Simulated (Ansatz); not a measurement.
# Tl (Tl, diamond): the cost of one run

Method: DFT BLYP, plane waves (420 eV) with PAW, scalar-relativistic; PAW files made under PBE, frozen cores solved again for the functional, in Ansatz 0.2.0.

## (1) The system as given

The structure is cubic, space group Fd-3m (No. 227). The conventional cell has a = 6.715 Å, b = 6.715 Å, c = 6.715 Å, α = 90.00°, β = 90.00°, γ = 90.00°. Tl (site symmetry -43m) has 4 Tl at 2.91 Å as nearest neighbours.

As a file:

```
CELL_PARAMETERS angstrom
0.00000 3.35755 3.35755
3.35755 0.00000 3.35755
3.35755 3.35755 0.00000
ATOMIC_POSITIONS crystal
Tl 0.12500 0.12500 0.12500
Tl 0.87500 0.87500 0.87500
```

## (2) Geometry optimisation

File input.yaml:

```yaml
crystal:
  lattice:
    - [0.0, 3.3575531457, 3.3575531457]
    - [3.3575531457, 0.0, 3.3575531457]
    - [3.3575531457, 3.3575531457, 0.0]
  atoms:
    - { symbol: Tl, position: [0.125, 0.125, 0.125] }
    - { symbol: Tl, position: [0.875, 0.875, 0.875] }
hamiltonian:
  xc: blyp
  pseudopotentials:
    kind: paw
    azcp:
      Tl: "pseudopotentials/Tl.paw.azcp"
basis:
  ecutwfc: 420
  fft_grid_basis: typed
kpoints:
  mp_grid: { grid: [8, 8, 8], shift: [0, 0, 0] }
magnetization:
  spin_polarized: false
scf:
  occupations: { method: fermi_dirac, width: 0.1 }
relax:
  max_steps: 60
  f_tol: 0.01
  cell: {}
```

What time and memory should one allow on 2 threads of Arm Neoverse V2, shared host?

About 7.8 s, with a peak of 0.37 GiB.
